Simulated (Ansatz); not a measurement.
# Sn, space group Fd-3m: an all-electron equation of state

Run with the Python package of Ansatz (0.2.0).

The script, `eos_lapw_sn.py`:
```python
"""All-electron equation of state of Sn."""

import ansatz as az
from ase.eos import EquationOfState
from ase.units import GPa
import numpy as np

OCCUPATIONS = "cold"
SMEARING_WIDTH = 0.1
XC = "PBEsol"
MESH = (8, 8, 8)

vectors0 = np.array([
    [0.0, 3.233343, 3.233343],
    [3.233343, 0.0, 3.233343],
    [3.233343, 3.233343, 0.0],
])
sites = [
    ("Sn", [0.0, 0.0, 0.0]),
    ("Sn", [0.25, 0.25, 0.25]),
]


def crystal_on(cell):
    crystal = az.Crystal(lattice=az.Lattice.of(cell))
    for symbol, position in sites:
        crystal = crystal.atom(symbol, position)
    return crystal

volumes, energies = [], []
for scale in np.linspace(0.92, 1.08, 5):
    cell = vectors0 * scale ** (1 / 3)
    base = (
        crystal_on(cell).calculation()
        .occupations(OCCUPATIONS, width=SMEARING_WIDTH)
        .functional(XC)
        .kpoints(*MESH)
        .pseudopotentials("all_electron", lapw=True)
    )
    rep = base.run(threads=1, pin="off").report
    volumes.append(abs(np.linalg.det(cell)) / len(sites))
    energies.append(rep["free_energy_ev"] / len(sites))
    print(f"{scale:.3f} {volumes[-1]:9.4f} A^3/atom {energies[-1]:16.5f} eV/atom  (estimated basis error {1000 * rep['lapw_basis_errors']['total_ev_per_atom']:.2f} meV/atom)")
v0, e0, bulk = EquationOfState(volumes, energies, eos="birchmurnaghan").fit()
print(f"V0 = {v0:.4f} A^3/atom, B0 = {bulk / GPa:.1f} GPa")
```

```console
$ python eos_lapw_sn.py
0.920   31.0988 A^3/atom    -168014.92731 eV/atom  (estimated basis error 0.10 meV/atom)
0.960   32.4509 A^3/atom    -168014.96994 eV/atom  (estimated basis error 0.10 meV/atom)
1.000   33.8030 A^3/atom    -168014.99145 eV/atom  (estimated basis error 0.10 meV/atom)
1.040   35.1551 A^3/atom    -168014.99635 eV/atom  (estimated basis error 0.10 meV/atom)
1.080   36.5072 A^3/atom    -168014.98832 eV/atom  (estimated basis error 0.10 meV/atom)
V0 = 34.9411 A^3/atom, B0 = 41.1 GPa
```

A third-order Birch-Murnaghan fit through the 5 points has its minimum at 34.94 Å³ an atom, 3.4 % above the typed cell, with a bulk modulus of 41 GPa and dB/dP = 5.3. From that minimum the energy rises by 69.2 meV an atom on the compressed side and 8.2 meV on the expanded side.

All-electron totals depend on functional, relativistic treatment and basis; only differences at equal settings carry meaning. Finished in 44 s on 1 thread of Arm Neoverse V2 (shared host), peak memory 0.43 GiB.
